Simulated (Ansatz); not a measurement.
# Ge2H6O ((H3Ge)2O): levels of theory compared

We compute a comparison of 4 runs (HF/cc-pVDZ, HF/def2-SVP, B3LYP/6-311G**, PBE/aug-cc-pVDZ) of Ge2H6O ((H3Ge)2O). 

The calculation is run with Ansatz 0.2.0.

1 further run of the same task is left out (set aside as unsound or not needed).

## 1. The system as given

Ge2H6O: 9 atoms, total charge 0, spin state singlet. The shape comes from GFN2-xTB, which is rough for such elements, and wasn't checked as a minimum.

Bond lengths: Ge1–O5 1.739 Å, O5–Ge6 1.739 Å, Ge1–H2 1.502 Å, Ge1–H3 1.496 Å, Ge1–H4 1.500 Å, Ge6–H7 1.501 Å, Ge6–H8 1.502 Å, Ge6–H9 1.495 Å. Some angles: Ge1–O5–Ge6 149.1°, H2–Ge1–O5 109.7°, H3–Ge1–O5 103.6°, H4–Ge1–O5 106.6°, O5–Ge6–H7 107.7°, O5–Ge6–H8 109.3°, O5–Ge6–H9 102.8°, H2–Ge1–H3 112.4°, H2–Ge1–H4 111.4°, H3–Ge1–H4 112.6°.

## 2. Energy and forces at HF/cc-pVDZ (run 1)

Input file in.yaml:

```yaml
crystal:
  periodic: [false, false, false]
  atoms:
    - {symbol: Ge, position_ang: [1.533780, -0.088190, 0.668770]}
    - {symbol: H, position_ang: [2.054650, -1.096200, -0.315790]}
    - {symbol: H, position_ang: [2.334310, 1.175890, 0.666240]}
    - {symbol: H, position_ang: [1.396510, -0.682170, 2.039740]}
    - {symbol: O, position_ang: [-0.055520, 0.431830, 0.192000]}
    - {symbol: Ge, position_ang: [-1.537830, 0.110900, -0.658310]}
    - {symbol: H, position_ang: [-1.256020, 0.231440, -2.127860]}
    - {symbol: H, position_ang: [-2.020820, -1.267810, -0.309910]}
    - {symbol: H, position_ang: [-2.449070, 1.184320, -0.154880]}
basis:
  gaussian: {orbitals: cc-pVDZ}
hamiltonian: {xc: hf}
accuracy: high
output: {forces: true, orbitals: {seedname: orbitals}}
```

On the command line:

```sh
$ ansatz run in.yaml --threads 1 --pin off --max-ram 3480MiB --events-out events.jsonl --progress --plain --runs-dir runs
```

The log of the run:

```text
Warning: RAYON_NUM_THREADS=1 ignored (pool sized by the plan → 1); use --threads N
Functional definition: HF
  name "HF"
  exchange = exact_x
  correlation = 0
2273 factors; integrals over basis functions are off by at most 4.7e-9 eV
mean field evaluation 1: about -115075.2713 eV, gradient 3.6e1 eV
mean field evaluation 2: about -115075.2946 eV, gradient 3.6e1 eV
mean field evaluation 4: about -115078.0605 eV, gradient 2.6e0 eV
mean field evaluation 8: about -115078.0864 eV, gradient 2.6e-4 eV
mean field -115078.08640335 eV, -4229.0416725945 hartree, gradient 2.1e-8 eV, S^2 0.000000; 0 other end points of the search recorded, 0 dependent functions left out
the calculation of the forces begins
reference -115078.08640335 eV, -4229.0416725945 hartree; 39, 39 occupied and 59, 59 virtual orbitals, 2273 factors
Total energy: -115078.08640335 eV, -4229.0416725945 hartree
Atom 0 at     1.533780    -0.088190     0.668770 Å, force    -0.166204     0.127173     0.029862 eV/Å
Atom 1 at     2.054650    -1.096200    -0.315790 Å, force     0.322499    -0.480640    -0.422101 eV/Å
Atom 2 at     2.334310     1.175890     0.666240 Å, force     0.639704     0.486846     0.074046 eV/Å
Atom 3 at     1.396510    -0.682170     2.039740 Å, force     0.127045    -0.326893     0.646033 eV/Å
Atom 4 at    -0.055520     0.431830     0.192000 Å, force    -0.031251     0.262235     0.128563 eV/Å
Atom 5 at    -1.537830     0.110900    -0.658310 Å, force     0.142563     0.120507     0.091049 eV/Å
Atom 6 at    -1.256020     0.231440    -2.127860 Å, force    -0.021022     0.015737    -0.728106 eV/Å
Atom 7 at    -2.020820    -1.267810    -0.309910 Å, force    -0.315063    -0.637880     0.103957 eV/Å
Atom 8 at    -2.449070     1.184320    -0.154880 Å, force    -0.698271     0.432915     0.076697 eV/Å
Dipole moment:     0.019878    -0.166941    -0.074525 e Å
```

Wall time 17 s (1 thread of Intel Xeon at 2.70GHz, shared host); peak memory 0.4 GiB.

## 3. Energy and gradient at HF/def2-SVP (run 2)

Input file in.yaml:

```yaml
crystal:
  periodic: [false, false, false]
  atoms:
    - symbol: Ge
      position_ang: [1.533780, -0.088190, 0.668770]
    - symbol: H
      position_ang: [2.054650, -1.096200, -0.315790]
    - symbol: H
      position_ang: [2.334310, 1.175890, 0.666240]
    - symbol: H
      position_ang: [1.396510, -0.682170, 2.039740]
    - symbol: O
      position_ang: [-0.055520, 0.431830, 0.192000]
    - symbol: Ge
      position_ang: [-1.537830, 0.110900, -0.658310]
    - symbol: H
      position_ang: [-1.256020, 0.231440, -2.127860]
    - symbol: H
      position_ang: [-2.020820, -1.267810, -0.309910]
    - symbol: H
      position_ang: [-2.449070, 1.184320, -0.154880]
basis:
  gaussian:
    orbitals: def2-SVP
hamiltonian:
  xc: hf
accuracy: high
output: {forces: true, orbitals: {seedname: orbitals}}
```

On the command line:

```sh
$ ansatz run in.yaml --threads 1 --pin off --max-ram 3480MiB --events-out events.jsonl --progress --plain --runs-dir runs
```

The log of the run (excerpt; [...] marks lines left out):

```text
Warning: RAYON_NUM_THREADS=1 ignored (pool sized by the plan → 1); use --threads N
Functional definition: HF
  name "HF"
[...]
2317 factors; integrals over basis functions are off by at most 4.5e-9 eV
[...]
mean field -115063.95323838 eV, -4228.5222883619 hartree, gradient 6.9e-9 eV, S^2 0.000000; 0 other end points of the search recorded, 0 dependent functions left out
[...]
reference -115063.95323838 eV, -4228.5222883619 hartree; 39, 39 occupied and 69, 69 virtual orbitals, 2317 factors
Total energy: -115063.95323838 eV, -4228.5222883619 hartree
Atom 0 at     1.533780    -0.088190     0.668770 Å, force    -0.482143     0.279395    -0.040367 eV/Å
Atom 1 at     2.054650    -1.096200    -0.315790 Å, force     0.302718    -0.457250    -0.402818 eV/Å
Atom 2 at     2.334310     1.175890     0.666240 Å, force     0.631769     0.448131     0.077068 eV/Å
Atom 3 at     1.396510    -0.682170     2.039740 Å, force     0.134060    -0.315158     0.611545 eV/Å
Atom 4 at    -0.055520     0.431830     0.192000 Å, force     0.001338     0.006412     0.015669 eV/Å
Atom 5 at    -1.537830     0.110900    -0.658310 Å, force     0.425073     0.233568     0.278781 eV/Å
Atom 6 at    -1.256020     0.231440    -2.127860 Å, force    -0.026700     0.010944    -0.692648 eV/Å
Atom 7 at    -2.020820    -1.267810    -0.309910 Å, force    -0.298032    -0.606477     0.097791 eV/Å
Atom 8 at    -2.449070     1.184320    -0.154880 Å, force    -0.688083     0.400434     0.054980 eV/Å
Dipole moment:     0.020298    -0.170444    -0.076143 e Å
```

Run time: 13 s. Hardware: 1 thread of Intel Xeon at 2.70GHz, shared host; peak memory 0.4 GiB.

Run 3 isn't shown in full; the table further down has it.

## 4. Energy and forces at PBE/aug-cc-pVDZ (run 4)

Input file in.yaml:

```yaml
crystal:
  periodic: [false, false, false]
  atoms:
    - {symbol: Ge, position_ang: [1.533780, -0.088190, 0.668770]}
    - {symbol: H, position_ang: [2.054650, -1.096200, -0.315790]}
    - {symbol: H, position_ang: [2.334310, 1.175890, 0.666240]}
    - {symbol: H, position_ang: [1.396510, -0.682170, 2.039740]}
    - {symbol: O, position_ang: [-0.055520, 0.431830, 0.192000]}
    - {symbol: Ge, position_ang: [-1.537830, 0.110900, -0.658310]}
    - {symbol: H, position_ang: [-1.256020, 0.231440, -2.127860]}
    - {symbol: H, position_ang: [-2.020820, -1.267810, -0.309910]}
    - {symbol: H, position_ang: [-2.449070, 1.184320, -0.154880]}
basis:
  gaussian:
    orbitals: aug-cc-pVDZ
hamiltonian:
  xc: pbe
accuracy: high
output: {forces: true, orbitals: {seedname: orbitals}}
```

On the command line:

```sh
$ ansatz run in.yaml --threads 1 --pin off --max-ram 3480MiB --events-out events.jsonl --progress --plain --runs-dir runs
```

The log of the run (excerpt; [...] marks lines left out):

```text
Warning: RAYON_NUM_THREADS=1 ignored (pool sized by the plan → 1); use --threads N
Functional definition: PBE
  name "PBE"
[...]
3043 factors; integrals over basis functions are off by at most 4.6e-9 eV
[...]
mean field -115159.98769818 eV, -4232.0514896648 hartree, gradient 1.7e-8 eV, S^2 0.000000; 0 other end points of the search recorded, 0 dependent functions left out
[...]
reference -115159.98770937 eV, -4232.0514900762 hartree; 39, 39 occupied and 110, 110 virtual orbitals, 3043 factors
Total energy: -115159.98770937 eV, -4232.0514900762 hartree
Atom 0 at     1.533780    -0.088190     0.668770 Å, force     0.621326    -0.381653     0.133925 eV/Å
Atom 1 at     2.054650    -1.096200    -0.315790 Å, force     0.403253    -0.644491    -0.597846 eV/Å
Atom 2 at     2.334310     1.175890     0.666240 Å, force     0.645138     0.750091     0.045629 eV/Å
Atom 3 at     1.396510    -0.682170     2.039740 Å, force     0.030119    -0.393619     0.874667 eV/Å
Atom 4 at    -0.055520     0.431830     0.192000 Å, force    -0.141911     1.123999     0.501754 eV/Å
Atom 5 at    -1.537830     0.110900    -0.658310 Å, force    -0.531187    -0.295105    -0.420273 eV/Å
Atom 6 at    -1.256020     0.231440    -2.127860 Å, force     0.073892     0.061771    -0.960444 eV/Å
Atom 7 at    -2.020820    -1.267810    -0.309910 Å, force    -0.383202    -0.869675     0.185941 eV/Å
Atom 8 at    -2.449070     1.184320    -0.154880 Å, force    -0.717429     0.648682     0.236647 eV/Å
Dipole moment:     0.013176    -0.110152    -0.049618 e Å
```

It took 39 s on 1 thread of Intel Xeon at 2.70GHz, shared host; peak memory 0.6 GiB.

## 5. The series

| run | level | energy (Eh) | dipole moment (D) | HOMO energy (eV) | LUMO energy (eV) | wall time |
| --- | --- | --- | --- | --- | --- | --- |
| 1 | HF/cc-pVDZ | -4229.041673 | 0.88 | -11.57 | 3.44 | 17 s |
| 2 | HF/def2-SVP | -4228.522288 | 0.90 | -11.65 | 3.49 | 13 s |
| 3 | B3LYP/6-311G** | -4232.888680 | 0.74 | -7.70 | -0.40 | 32 s |
| 4 | PBE/aug-cc-pVDZ | -4232.051490 | 0.58 | -6.53 | -1.20 | 39 s |

## 6. Results

| quantity | value |
| --- | --- |
| run 4: total energy | -4232.05149 Eh |
| run 4: dipole moment | 0.58 D |
| run 4: HOMO energy | -6.53 eV |
| run 4: LUMO energy | -1.20 eV |
| run 4: HOMO–LUMO gap | 5.33 eV |
| run 4: largest force on an atom | 1.239 eV/Å |

The dipole moment (its size) runs from 0.58 D (PBE/aug-cc-pVDZ) to 0.90 D (HF/def2-SVP). The two ends differ in method and basis. The HOMO–LUMO gap runs from 5.33 eV (PBE/aug-cc-pVDZ) to 15.15 eV (HF/def2-SVP). Totals of different functionals can't be ranked against each other. All runs together took 100 s, the longest 39 s.
